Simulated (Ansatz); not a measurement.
**C₄H₁₂O₄Zr: one species, many methods**

One table from this session's results is given with a row withheld; the runs are named, their logs left out.

Method: functionals in def2-TZVPP, the program's frozen cores in correlated methods; program: Ansatz 0.2.0, Gaussian basis.

The runs, in order: LDA (SPW92), PBE-D4, revPBE-D4, BLYP-D4, r2SCAN-D4, B97M-V, PBE0-D4, B3LYP-D4, r2SCANh-D4, r2SCAN0-D4, HSE06-D4, BHLYP-D4, CAM-B3LYP-D4, LC-ωPBE, ωB97X-V, ωB97M-V, B2PLYP, PBE-QIDH; CCSD(T)/def2-SVP; CCSD(T)/def2-TZVPP; MP2/def2-QZVPP; extrapolation to the limit.

**The geometry**

All runs share one geometry, relaxed beforehand with PBE0-D4 in a triple-zeta def2 set. Zr takes the def2 core potential; no spin-orbit term is included.

SMILES `CC[O][Zr]([OH])([OH])[O]CC`, 21 atoms, charge 0, spin multiplicity 1.

Atoms are counted from 1 here; the program's logs count them from 0.

Bond lengths: C1–C2 1.514 Å, C1–H10 1.092 Å, C1–H11 1.093 Å, C1–H12 1.092 Å, C2–O3 1.390 Å, C2–H13 1.098 Å, C2–H14 1.098 Å, O3–Zr4 1.922 Å, Zr4–O5 1.935 Å, Zr4–O6 1.934 Å, Zr4–O7 1.924 Å, O5–H15 0.951 Å, O6–H16 0.951 Å, O7–C8 1.390 Å, C8–C9 1.514 Å, C8–H17 1.098 Å, C8–H18 1.098 Å, C9–H19 1.093 Å and more. Angles: C2–C1–H10 110.6°, C2–C1–H11 110.5°, C2–C1–H12 110.6°, H10–C1–H11 108.4°, H10–C1–H12 108.2°, H11–C1–H12 108.4°, C1–C2–O3 111.6°, C1–C2–H13 110.0°, C1–C2–H14 110.0°, O3–C2–H13 109.1°, O3–C2–H14 109.1°, H13–C2–H14 107.0°, C2–O3–Zr4 174.2°, O3–Zr4–O5 109.7°, O3–Zr4–O6 109.4°, O3–Zr4–O7 107.7°, O5–Zr4–O6 110.7°, O5–Zr4–O7 109.8° and more.

The first run:

The input, in.yaml:

```yaml
crystal:
  periodic: [false, false, false]
  atoms:
    - {symbol: C, position_ang: [2.624065, 1.462970, -1.283047]}
    - {symbol: C, position_ang: [1.649756, 0.379126, -1.691478]}
    - {symbol: O, position_ang: [0.400847, 0.567231, -1.110394]}
    - {symbol: Zr, position_ang: [-1.236873, 0.945559, -0.178861]}
    - {symbol: O, position_ang: [-2.693481, 1.069486, -1.446720]}
    - {symbol: O, position_ang: [-1.048645, 2.597331, 0.809312]}
    - {symbol: O, position_ang: [-1.560862, -0.503388, 1.044639]}
    - {symbol: C, position_ang: [-1.525924, -1.640306, 1.844064]}
    - {symbol: C, position_ang: [-0.316710, -2.499344, 1.541086]}
    - {symbol: H, position_ang: [2.758128, 1.470345, -0.198904]}
    - {symbol: H, position_ang: [3.598551, 1.299014, -1.750597]}
    - {symbol: H, position_ang: [2.255388, 2.444886, -1.588098]}
    - {symbol: H, position_ang: [2.038598, -0.604830, -1.396969]}
    - {symbol: H, position_ang: [1.539655, 0.366387, -2.783811]}
    - {symbol: H, position_ang: [-3.399678, 0.931866, -2.068429]}
    - {symbol: H, position_ang: [-1.093137, 3.420881, 1.282132]}
    - {symbol: H, position_ang: [-2.445291, -2.219020, 1.685648]}
    - {symbol: H, position_ang: [-1.515675, -1.338236, 2.899491]}
    - {symbol: H, position_ang: [-0.306418, -3.388199, 2.177380]}
    - {symbol: H, position_ang: [-0.327297, -2.822189, 0.497531]}
    - {symbol: H, position_ang: [0.605014, -1.939558, 1.716035]}
basis:
  gaussian: {orbitals: def2-TZVPP}
hamiltonian: {xc: lda}
output: {orbitals: {seedname: orbitals}}
```

Command:

```bash
$ ansatz run in.yaml --threads 4 --pin off --events-out ev --progress --plain --max-ram 66560MiB --backend cuda --devices 0, --max-vram 37GiB
```

Among the steps run: LDA; PBE-D4 (GGA); revPBE-D4 (GGA); BLYP-D4 (GGA); r2SCAN-D4 (meta-GGA); B97M-V (meta-GGA); PBE0-D4 (hybrid); B3LYP-D4 (hybrid); r2SCANh-D4 (hybrid); r2SCAN0-D4 (hybrid); HSE06-D4 (hybrid); BHLYP-D4 (hybrid); CAM-B3LYP-D4 (range-separated); LC-ωPBE (range-separated); ωB97X-V (range-separated); ωB97M-V (range-separated); B2PLYP (double hybrid); PBE-QIDH (double hybrid).

One of the session's tables, all rows but one given; the rest of the session is left out.

It belongs to the step «Orbital energies across the functionals». 

```
  functional  HOMO (eV)  gap (eV)
 LDA (SPW92)      -6.29      5.58
      PBE-D4      -6.12      5.54
   revPBE-D4      -6.06      5.52
     BLYP-D4          ?         ?
   r2SCAN-D4      -6.43      6.43
      B97M-V      -6.55      6.02
     PBE0-D4      -7.62      7.70
    B3LYP-D4      -7.39      7.20
  r2SCANh-D4      -7.00      7.18
  r2SCAN0-D4      -7.85      8.29
    HSE06-D4      -7.22      6.96
    BHLYP-D4      -9.09      9.61
CAM-B3LYP-D4      -9.05      9.71
     LC-ωPBE     -10.35     12.00
     ωB97X-V     -10.04     11.55
     ωB97M-V      -9.98     10.91
```

Q: Estimate the row for BLYP-D4 from the others.

Worked estimate for «HOMO (eV)». Against the share of exact exchange, B3LYP-D4 (0.2, -7.39), BHLYP-D4 (0.5, -9.09) give a slope of -5.67 per unit share; at 0 the line stands at -6.26.

**Answer.** HOMO (eV): -6.03; gap (eV): 5.46. In «HOMO (eV)» the line misses by -0.23.
